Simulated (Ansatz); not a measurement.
**C2H8BN3: one species, many methods**

An exercise on one series of results from a longer session: the logs are not shown, and one member is left open.

Program: Ansatz 0.2.0, Gaussian basis. Level of theory: functionals in def2-TZVPP, the program's frozen cores in correlated methods. These are calculated values, not measurements.

Levels to be run: PBE-D4, r2SCAN-D4, PBE0-D4, B3LYP-D4, ωB97X-V, ωB97M-V, B2PLYP; CCSD(T)/def2-TZVPP; MP2/def2-QZVPP; extrapolation to the limit.

### The relaxed structure

An earlier PBE0-D4 in a triple-zeta def2 set relaxation fixed the geometry.

14 atoms, charge 0, spin multiplicity 1.

Atoms are counted from 1 here; the program's logs count them from 0.

Bond lengths: B1–C2 1.567 Å, B1–N4 1.594 Å, B1–H7 1.202 Å, B1–H8 1.209 Å, C2–N3 1.318 Å, C2–N4 1.290 Å, N3–H9 1.003 Å, N3–H10 1.011 Å, N4–C5 1.432 Å, C5–N6 1.457 Å, C5–H11 1.097 Å, C5–H12 1.099 Å, N6–H13 1.012 Å, N6–H14 1.013 Å. Angles: C2–B1–N4 48.2°, C2–B1–H7 121.0°, C2–B1–H8 115.8°, N4–B1–H7 115.8°, N4–B1–H8 117.2°, H7–B1–H8 119.2°, B1–C2–N3 158.9°, B1–C2–N4 67.0°, N3–C2–N4 131.3°, C2–N3–H9 120.2°, C2–N3–H10 119.1°, H9–N3–H10 120.6°, B1–N4–C2 64.8°, B1–N4–C5 149.5°, C2–N4–C5 129.9°, N4–C5–N6 109.9°, N4–C5–H11 108.1°, N4–C5–H12 109.5° and more.

Set-up of the first run:

in.yaml reads:

```yaml
crystal:
  periodic: [false, false, false]
  atoms:
    - {symbol: B, position_ang: [-0.816220, -1.288916, 1.426159]}
    - {symbol: C, position_ang: [0.480181, -0.583537, 0.899196]}
    - {symbol: N, position_ang: [1.634961, 0.050656, 0.932470]}
    - {symbol: N, position_ang: [-0.502730, -0.518424, 0.065973]}
    - {symbol: C, position_ang: [-0.839213, 0.503598, -0.879375]}
    - {symbol: N, position_ang: [0.353783, 0.920738, -1.603744]}
    - {symbol: H, position_ang: [-0.956164, -2.478763, 1.332389]}
    - {symbol: H, position_ang: [-1.436455, -0.687188, 2.271756]}
    - {symbol: H, position_ang: [2.285333, -0.124135, 1.675712]}
    - {symbol: H, position_ang: [1.876019, 0.673435, 0.174029]}
    - {symbol: H, position_ang: [-1.640983, 0.121915, -1.523069]}
    - {symbol: H, position_ang: [-1.235319, 1.379781, -0.348087]}
    - {symbol: H, position_ang: [0.176644, 1.782317, -2.104653]}
    - {symbol: H, position_ang: [0.607266, 0.219322, -2.289958]}
basis:
  gaussian: {orbitals: def2-TZVPP}
hamiltonian: {xc: pbe, dispersion: d4}
output: {forces: true, orbitals: {seedname: orbitals}}
```

The run is started by

```console
$ ansatz run in.yaml --threads 4 --pin off --events-out ev --progress --plain --max-ram 10444MiB
```

Steps of the session up to this table: PBE-D4 (GGA); r2SCAN-D4 (meta-GGA); PBE0-D4 (hybrid); B3LYP-D4 (hybrid); ωB97X-V (range-separated); ωB97M-V (range-separated); B2PLYP (double hybrid); CCSD(T) in def2-TZVPP; MP2 in def2-QZVPP.

One of the session's tables, all rows but one given; the rest of the session is left out.

It belongs to the step «Atomisation energies». 

```
            method  atoms, summed (eV)  atomisation energy (eV)
            PBE-D4           -7287.083                   56.661
         r2SCAN-D4           -7293.877                   54.683
           PBE0-D4           -7289.080                   55.242
          B3LYP-D4           -7298.421                   55.105
           ωB97X-V           -7295.639                   54.983
           ωB97M-V                   ?                        ?
            B2PLYP           -7292.279                   54.238
     HF/def2-TZVPP           -7268.815                   37.296
    MP2/def2-TZVPP           -7281.341                   53.738
   CCSD/def2-TZVPP           -7284.328                   51.792
CCSD(T)/def2-TZVPP           -7284.659                   52.768
           MP2/CBS           -7283.508                   55.356
       CCSD(T)/CBS           -7286.826                   54.385
```

**Question.** Estimate the row for ωB97M-V.

**Answer.** atoms, summed (eV): -7294.641; atomisation energy (eV): 55.054. In the column «atoms, summed (eV)» it lies between ωB97X-V (-7295.639) and r2SCAN-D4 (-7293.877).

Caveats from the session: Free atoms (1 B, 2 C, 3 N, 8 H) were run apart at each level; the atomisation energy is their sum less the molecule, without zero-point or spin-orbit terms.
